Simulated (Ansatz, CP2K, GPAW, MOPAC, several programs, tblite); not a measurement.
# HfO2: cheap methods against density-functional theory

Aim: run HfO2 through methods of unlike cost and see what each gets, and at what price.

Computed with MOPAC, tblite, CP2K, GPAW, Ansatz (versions at each run) (no spin polarisation, static lattice; gaps from single points on the cell relaxed beforehand with r²SCAN, unless a step's input says otherwise).

## Step 1: The starting structure

It takes space group Fm-3m (No. 225, cubic). The conventional cell has a = 5.058 Å, b = 5.058 Å, c = 5.058 Å, α = 90.00°, β = 90.00°, γ = 90.00°. Hf (site symmetry m-3m) has 8 O at 2.19 Å as nearest neighbours. Around O (site symmetry -43m) lie 4 Hf at 2.19 Å.

As a file:

```xyz
3
Lattice="0.0000 2.5292 2.5292 2.5292 0.0000 2.5292 2.5292 2.5292 0.0000" Properties=species:S:1:pos:R:3 pbc="T T T"
Hf    0.0000    0.0000    0.0000
O     1.2646    1.2646    1.2646
O     3.7938    3.7938    3.7938
```

The structure type (fluorite) is imposed and need not be the compound's stable one.

**Question.** The methods are PM6, PM7, GFN1-xTB (tblite), GFN2-xTB (tblite), PBE/DZVP, PBE/single-zeta, PBE/SZV, coarse PBE, GLLB-SC, PBE, r2SCAN. What gap does r2SCAN give on this cell, and which other methods (full PBE left aside) come nearest to r2SCAN and farthest in gap, volume and bulk modulus?

```
                                               quantity                                   value
                                                 r2SCAN  gap 4.30 eV, 10.79 Å³/atom, B₀ 271 GPa
         gap: nearest and farthest of the other methods     PBE/DZVP (-0.32 eV), PM7 (+5.13 eV)
      volume: nearest and farthest of the other methods         PBE/SZV (+0.1 %), PM7 (-10.0 %)
bulk modulus: nearest and farthest of the other methods            PBE/SZV (-3 %), PM7 (+176 %)
```

In words: Among the 8 methods compared for the gap (full PBE left aside), PBE/DZVP is nearest to r2SCAN and PM7 farthest. Among the 3 methods compared for the volume (full PBE left aside), PBE/SZV is nearest to r2SCAN and PM7 farthest. For the bulk modulus, of the 3 methods compared (full PBE left aside), PBE/SZV comes nearest to r2SCAN and PM7 is farthest. A minimal basis or a coarse cutoff and mesh shifts results by its own error, so closeness to r2SCAN can be chance. Cluster runs see only the k-points that fold onto the zone centre, so their gaps can miss the band edges. GLLB-SC is compared with its derivative discontinuity added. PM6 ended in an unphysical state and is left out of the comparison. No volume is given for GFN1-xTB (tblite), GFN2-xTB (tblite), PBE/single-zeta, coarse PBE, which can hide a larger miss. CPU times run from 0.62 s (coarse PBE) to 61 s (PM6). On this cell PM6, PM7, GFN1-xTB (tblite), GFN2-xTB (tblite), PBE/DZVP, PBE/single-zeta, PBE/SZV, GLLB-SC cost more than r2SCAN itself (3.7 s), so they are no saving here. A cluster method computes far more atoms than the primitive cell, so on a small crystal it can cost more than plane waves. r2SCAN is a yardstick, not the truth: it usually gives gaps below the measured ones. Spin-orbit coupling is left out throughout.
